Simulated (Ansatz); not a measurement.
# MnPt2 (P-3m1) in Ansatz: further runs

Runs on MnPt2. Level: PBE. Tasks: single point.

Program: Ansatz 0.2.0. These are calculated values, not measurements. Logs are shortened: lines on timing, memory, paths and dates and some standing lists are left out, and cuts for length are marked.

**1. Starting point**

It takes space group P-3m1 (No. 164, trigonal). Conventional cell: a = 2.858 Å, b = 2.858 Å, c = 6.533 Å, α = 90.00°, β = 90.00°, γ = 120.00°. Pt (site symmetry 3m) is surrounded by 3 Mn at 2.64 Å and 9 Pt at 2.86 to 2.91 Å. Around Mn (site symmetry -3m) lie 6 Pt at 2.64 Å and 6 Mn at 2.86 Å.

The cell comes from a database or a generator and needn't be the stable form of this composition.

**2. Single point, PBE, collinear spin, ferromagnetic start**

input.yaml

```yaml
crystal:
  lattice:
    - [2.8584044518, 0.0, 0.0]
    - [-1.4292022259, 2.4754508696, 0.0]
    - [0.0, 0.0, 6.532504]
  atoms:
    - { symbol: Pt, position: [0.6666666667, 0.3333333333, 0.316206] }
    - { symbol: Pt, position: [0.3333333333, 0.6666666667, 0.683794] }
    - { symbol: Mn, position: [0.0, 0.0, 0.0], spin: 6.0 }
hamiltonian:
  xc: pbe
  pseudopotentials: { kind: paw }
magnetization:
  spin_polarized: true
  initial_magnetization: 6.0
  spin_locking: { lock_magnetization: hard }
kpoints:
  mp_grid: { grid: [9, 9, 4] }
scf:
  occupations: { method: fermi_dirac, width: 0.05 }
  lower_state_search: "off"
output:
  forces: true
  stress: true
  eigenvalues: true
```

Potentials or basis: Ansatz PAW.

The run is started by

```bash
> ansatz run input.yaml --threads 2 --pin off --max-ram 5632MiB --backend cpu --events-out ev --progress --plain --runs-dir out
```

The log of the run:

```text
Warning: output.stress: scf.convergence.dr2_threshold = 1e-7 eV (the SCF's general default) is looser than the 3e-10 eV advised for a printed stress (1e-10 eV for each atom of the cell: 3). What an SCF threshold leaves in a stress goes as its square root, and in the free energy as the threshold itself, and one threshold admits the most on a small cell: of the crystals measured, under no hybrid functional and no lock of the moments, on runs that ended without the residual-converged pass, on stresses that held no estimate of that error, the worst erred by over 100 MPa in a component at 1e-7 eV an atom and by under 5 at 1e-10. Set scf.convergence.dr2_threshold to 3e-10 eV or tighter. The threshold is an SCF's pass mark: one that does not reach it within its budget of iterations ends unconverged, or closes short of it on a stop that the run arms, and scf.convergence.dr2_threshold's page says what that costs each kind of run
Warning: RAYON_NUM_THREADS=2 ignored (pool sized by the plan → 2); use --threads N
Engine: ansatz 0.2.0, aarch64-unknown-linux-gnu
Pseudopotentials: kind: paw
Pseudopotential: Pt, paw, valence charge 18, recommended cutoff 420 eV (normal), Pt.paw.azcp
Pseudopotential: Mn, paw, valence charge 15, recommended cutoff 420 eV (normal), Mn.paw.azcp
Functional definition: PBE
  parameter kappa = 0.804
  parameter beta = 0.06672455060314922
  exchange = pbe_x(kappa = kappa, mu = beta*pi^2/3)
  correlation = pbe_c(beta = beta)
Crystal: 3 atoms, lattice volume = 46.223 Å³
Basis set: ecut = 420 eV, 897 PW (Γ), exchange–correlation on 40×40×90 points (8 copies of the dense FFT grid, shifted against one another)
Bands: 35, of which v1, the nominal top of the filled ones, is band 26 counted from 1 (25 counted from 0)
Symmetry: 12 space group operations
Space group: P-3m1 (ITA 164), of the structure as read, at distance tolerance 3.6e-5 Å
Magnetic group: BNS 164.85 (UNI 1315), of the structure as read, at distance tolerance 3.6e-5 Å
k-points: 43 of 324
Non-local potential: Pt, projectors of the file, l = 0: 3, l = 1: 2, l = 2: 2, l = 3: 1
Non-local potential: Mn, projectors of the file, l = 0: 3, l = 1: 2, l = 2: 3, l = 3: 1
PAW form: soft (Blöchl's): semilocal exchange-correlation on the pseudo side does not see the compensation charge
PAW one-centre angular grid: Pt, 590 points (default); XC on 64 Gauss nodes
PAW one-centre angular grid: Mn, 590 points (default); XC on 64 Gauss nodes
Initial density: superposition of atomic densities (chi_scale 0.1, normalization cell, long waves kept (reshape's long-wave potential 0.20 eV rms))
Starting moments: Σ|m| = 6 μB on 1 of 3 sites
Initial wavefunctions: pseudopotential atomic-orbital guess
Functional: x = pbe(κ = 0.804, μ = 0.2195149727645171), c = pbe(β = 0.06672455060314922)
SCF iter   1: F=—  HF=-28957.415332 eV  |F-HF|=—  |Δ(HF+E_count)|=         —  Δρ=4.60e-1 (↑5.50e-2 ↓4.60e-1)  dr2=2.45e2  dr2_m=2.25e1  M=6.000 μB ∫|m|=6.000 μB  β_m=0.30  ethr=3.10e-3  ⟨swp⟩=5.8  Hψ=10711  notcnv=0  defer=2
preconditioner: auto → Kerker (q_TF=auto, 2.773 Å⁻¹)  [metal: Δε(μ)=0.011 eV  Ē_g=8.390 eV  σ=0.050 eV  W_gap=0.06  n_scr=22 (ndim 8)  ℏωp=28.4 eV  f_vac=0.000  D(μ)=3.22/eV (n_scr^D=36)]
spin=Collinear: Kerker preconditioning applied to the charge; magnetization (m = ρ↑ − ρ↓) channel mixes plain (no charge-response kernel on spin).
SCF iter   2: F=—  HF=-28946.692414 eV  |F-HF|=—  |Δ(HF+E_count)|=    1.07e1  Δρ=1.29e-1 (↑1.29e-1 ↓4.76e-2)  dr2=8.96e0  dr2_m=1.63e0  M=6.000 μB ∫|m|=6.000 μB  β_m=0.30  ethr=3.10e-3  ⟨swp⟩=4.0  Hψ=7391  notcnv=0  defer=207
SCF iter   3: F=—  HF=-28945.368080 eV  |F-HF|=—  |Δ(HF+E_count)|=    1.32e0  Δρ=5.41e-2 (↑5.41e-2 ↓3.94e-2)  dr2=5.39e0  dr2_m=4.85e-1  M=6.000 μB ∫|m|=6.002 μB  β_m=0.43  ethr=3.10e-3  ⟨swp⟩=2.8  Hψ=5891  notcnv=0  defer=236
SCF iter   4: F=—  HF=-28944.934387 eV  |F-HF|=—  |Δ(HF+E_count)|=   4.34e-1  Δρ=1.80e-2 (↑9.70e-3 ↓1.80e-2)  dr2=1.84e0  dr2_m=1.97e-2  M=6.000 μB ∫|m|=6.010 μB  β_m=0.51  ethr=3.10e-3  ⟨swp⟩=2.9  Hψ=5424  notcnv=0  defer=240
SCF iter   5: F=—  HF=-28944.769418 eV  |F-HF|=—  |Δ(HF+E_count)|=   1.65e-1  Δρ=8.72e-3 (↑4.37e-3 ↓8.72e-3)  dr2=9.15e-2  dr2_m=5.62e-3  M=6.000 μB ∫|m|=6.017 μB  β_m=0.61  ethr=3.10e-3  ⟨swp⟩=2.3  Hψ=3995  notcnv=0  defer=240
SCF iter   6: F=—  HF=-28944.749169 eV  |F-HF|=—  |Δ(HF+E_count)|=   2.02e-2  Δρ=3.54e-3 (↑3.54e-3 ↓3.01e-3)  dr2=1.05e-2  dr2_m=3.32e-3  M=6.000 μB ∫|m|=6.017 μB  β_m=0.81  ethr=1.79e-4  ⟨swp⟩=2.2  Hψ=4631  notcnv=0  defer=245
SCF iter   7: F=—  HF=-28944.749416 eV  |F-HF|=—  |Δ(HF+E_count)|=   2.47e-4  Δρ=1.18e-3 (↑8.77e-4 ↓1.18e-3)  dr2=8.29e-4  dr2_m=3.59e-4  M=6.000 μB ∫|m|=6.016 μB  β_m=0.85  ethr=2.05e-5  ⟨swp⟩=2.8  Hψ=4254  notcnv=0  defer=245
SCF iter   8: F=—  HF=-28944.749424 eV  |F-HF|=—  |Δ(HF+E_count)|=   8.38e-6  Δρ=4.63e-4 (↑4.15e-4 ↓4.63e-4)  dr2=3.90e-5  dr2_m=7.18e-5  M=6.000 μB ∫|m|=6.016 μB  β_m=0.92  ethr=1.63e-6  ⟨swp⟩=2.0  Hψ=3853  notcnv=0  defer=245
SCF iter   9: F=—  HF=-28944.749456 eV  |F-HF|=—  |Δ(HF+E_count)|=   3.22e-5  Δρ=2.77e-4 (↑6.54e-5 ↓2.77e-4)  dr2=8.52e-5  dr2_m=5.53e-6  M=6.000 μB ∫|m|=6.015 μB  β_m=0.96  ethr=7.65e-8  ⟨swp⟩=2.1  Hψ=4137  notcnv=0  defer=245
SCF iter  10: F=—  HF=-28944.749449 eV  |F-HF|=—  |Δ(HF+E_count)|=   6.90e-6  Δρ=3.59e-5 (↑3.59e-5 ↓2.66e-5)  dr2=3.93e-7  dr2_m=2.25e-7  M=6.000 μB ∫|m|=6.015 μB  β_m=0.98  ethr=7.65e-8  ⟨swp⟩=1.6  Hψ=3235  notcnv=0  defer=245
SCF iter  11: F=—  HF=-28944.749450 eV  |F-HF|=—  |Δ(HF+E_count)|=   2.87e-7  Δρ=1.91e-5 (↑1.06e-5 ↓1.91e-5)  dr2=4.38e-7  dr2_m=2.13e-8  M=6.000 μB ∫|m|=6.015 μB  β_m=0.99  ethr=1.96e-10  ⟨swp⟩=10.0  Hψ=14724  notcnv=0
SCF iter  12: F=-28944.749450 eV  HF=-28944.749450 eV  |F-HF|=3.17e-9  |Δ(HF+E_count)|=   2.22e-8  Δρ=1.83e-6 (↑1.68e-6 ↓1.83e-6)  dr2=3.97e-9  dr2_m=1.60e-10  M=6.000 μB ∫|m|=6.015 μB  ethr=1.96e-10  ⟨swp⟩=2.5  Hψ=8767  notcnv=0
SCF 1 converged in 12 iterations: F = -28944.749450 eV  dr2 = 3.97e-9
SCF converged after 12 iterations
Stability checked in part: among states of this total moment the steps that led to this state did not find it unstable. No probe was made; neither looks for a lower state of another moment (fixed_total_moment; see scf.lower_state_search)
Magnetization: 6.0000 μB (28.5000 up, 22.5000 down)
Absolute magnetization: 6.0155 μB (∫|ρ↑−ρ↓|, with the PAW one-centre terms)
Spin contamination: 0.0203 ħ² per cell (⟨S²⟩ above its minimum at these occupations)
Per-site moments (μB) at R_I (Å): [(0.7931141281044091, 1.0906132915724027), (0.7931141281044086, 1.0906132915724025), (4.005052134092457, 1.0906132915724025)]
Free energy (F): -28944.749450 eV
Harris-Foulkes:  -28944.749450 eV  (|F-HF|=3.17e-9)
Internal energy: -28944.730253 eV  (E = F + TS)
E sigma→0 (E₀):  -28944.739851 eV
Entropy (-TS):   -0.019197 eV (-6.399 meV/atom)
Fermi energy:    19.994547 (↑ 21.014630, ↓ 18.974465) eV
--- Per-component energies (eV) ---
  E_band       = -546.450939
  E_kinetic    = 1575.672404
  E_local      = -4986.875936  (includes V_loc(G=0)·N_el)
  E_nonlocal   = 648.627418
  E_hartree    = 1923.857644
  E_xc         = -636.076713
  E_vxc        = -749.556509  (∫ρ·V_xc dr)
  E_paw        = -20212.391064  (= ΣΔE_a)
  E_vpaw       = -882.033595  (= ΣTr[D̂ρ^β])
  E_aug_tail   = 0.000382  (compensation charges beyond the density's cutoff)
  E_ewald      = -7257.544389
  E_smearing   = -0.019197  (= −TS)
  E_closure    = 0.000000  (closes the sum)
  Σ components = -28944.749450   (vs F -28944.749450, Δ=0.00e0)
--- Forces (eV/Å), atoms counted from 1 ---
  atom   1  Pt     0.00000000     0.00000000     0.28527577
  atom   2  Pt     0.00000000    -0.00000000    -0.28527577
  atom   3  Mn    -0.00000000    -0.00000000     0.00000000
  max |Σ_I F_I| component: 5.55e-17 eV/Å
--- Stress (GPa, compression-positive) ---
        3.989213       0.000000       0.000000
        0.000000       3.989213      -0.000000
        0.000000      -0.000000       9.831319
  P = ⅓ Tr σ = 5.9366 GPa (59.366 kbar)
--- Band table (eV; the first three rows and the last of 86) ---
  k-point 0 ↑: bands = ["-78.8258", "-78.8179", "-61.2223", "-33.0491", "-33.0269", "-33.0269", "-33.0084", "-33.0084", "-32.9196", "-29.9355", "-29.9355", "-29.9009", "10.3221", "12.5865", "13.7829", "15.9125", "15.9125", "16.0941", "16.0941", "16.4646", "16.6773", "16.6773", "17.0612", "17.5860", "18.0963", "18.0963", "18.5036", "18.5036", "18.8804", "18.8804", "29.6878", "30.7579", "34.5786", "34.6504", "36.5583"]
  k-point 1 ↑: bands = ["-78.8258", "-78.8179", "-61.2223", "-33.0534", "-33.0271", "-33.0271", "-33.0083", "-33.0083", "-32.9150", "-29.9355", "-29.9355", "-29.9013", "10.5815", "12.2357", "13.6222", "15.8479", "15.9112", "15.9112", "16.1259", "16.1259", "16.7592", "16.7592", "17.2332", "18.0267", "18.0267", "18.0730", "18.0730", "18.7855", "19.2878", "19.2878", "27.2460", "33.1060", "34.1429", "35.0114", "37.2526"]
  k-point 2 ↑: bands = ["-78.8257", "-78.8179", "-61.2223", "-33.0574", "-33.0272", "-33.0272", "-33.0081", "-33.0081", "-32.9107", "-29.9355", "-29.9355", "-29.9016", "11.1184", "11.5685", "13.5026", "15.6866", "15.8869", "15.8869", "16.2106", "16.2106", "16.8175", "16.8175", "17.1846", "17.8037", "17.8037", "17.9748", "17.9748", "19.5100", "19.5100", "19.9322", "25.7039", "33.8918", "34.4930", "35.7244", "36.9815"]
  k-point 42 ↓: bands = ["-78.3512", "-78.3512", "-56.8382", "-32.6289", "-32.6179", "-32.6179", "-32.5898", "-32.4585", "-32.4585", "-25.7417", "-25.7417", "-25.6305", "15.3432", "15.3432", "15.3572", "15.7955", "16.0655", "16.0655", "16.2216", "17.6036", "17.6036", "17.9536", "20.9010", "20.9010", "21.1672", "21.1672", "22.5677", "25.2815", "25.2815", "25.4571", "25.4571", "25.6440", "27.1401", "31.7426", "31.7426"]
```

Wall time 6.2 s (2 threads of Arm Neoverse V1, shared host); peak memory 0.39 GiB.

Results:

| Quantity | Value |
| --- | --- |
| Free energy | -28944.7494 eV |
| Pressure | 5.9 GPa |
| Largest force | 0.285 eV/Å |
| Net moment | 6.00 μB per cell |
| Absolute moment | 6.02 μB per cell |
| Site moments | Pt +0.79; Mn +4.01 μB |

Forces on the atoms (eV/Å):
```
Pt   0.000  0.000  0.285
Pt   0.000  0.000 -0.285
Mn   0.000  0.000  0.000
```

Caveat: the total moment is fixed, so each spin has its own Fermi level; the thresholds are loose for stress.

**3. Single point, PBE, collinear spin, ferromagnetic start**

input.yaml: that of step 2 with these lines changed.

```diff
@@ -8,3 +8,3 @@
     - { symbol: Pt, position: [0.3333333333, 0.6666666667, 0.683794] }
-    - { symbol: Mn, position: [0.0, 0.0, 0.0], spin: 6.0 }
+    - { symbol: Mn, position: [0.0, 0.0, 0.0], spin: 8.0 }
 hamiltonian:
@@ -14,3 +14,3 @@
   spin_polarized: true
-  initial_magnetization: 6.0
+  initial_magnetization: 8.0
   spin_locking: { lock_magnetization: hard }
```

Potentials or basis: Ansatz PAW.

The run is started by

```bash
> ansatz run input.yaml --threads 2 --pin off --max-ram 5632MiB --backend cpu --events-out ev --progress --plain --runs-dir out
```

It took 6.2 s on 2 threads of Arm Neoverse V1, shared host; peak memory 0.39 GiB.

Results (log left out):

* Free energy: -28941.3084 eV
* Pressure: 22.9 GPa
* Largest force: 1.439 eV/Å
* Net moment: 8.00 μB per cell
* Absolute moment: 8.00 μB per cell
* Site moments: Pt +1.35; Mn +4.34 μB

Forces in eV/Å, atoms in the order of the input:
```
Pt   0.000  0.000  1.439
Pt   0.000  0.000 -1.439
Mn   0.000  0.000  0.000
```

Stress tensor (GPa, compression positive):
```
18.91  0.00  0.00
 0.00 18.91  0.00
 0.00  0.00 30.97
```

Caveat: the total moment is fixed, so each spin has its own Fermi level; forces of over 1 eV/Å show positions far from the minimum, so gaps and moduli don't describe the material at rest; the thresholds are loose for stress. The run has no spin-orbit coupling, so splittings on Pt are missing.
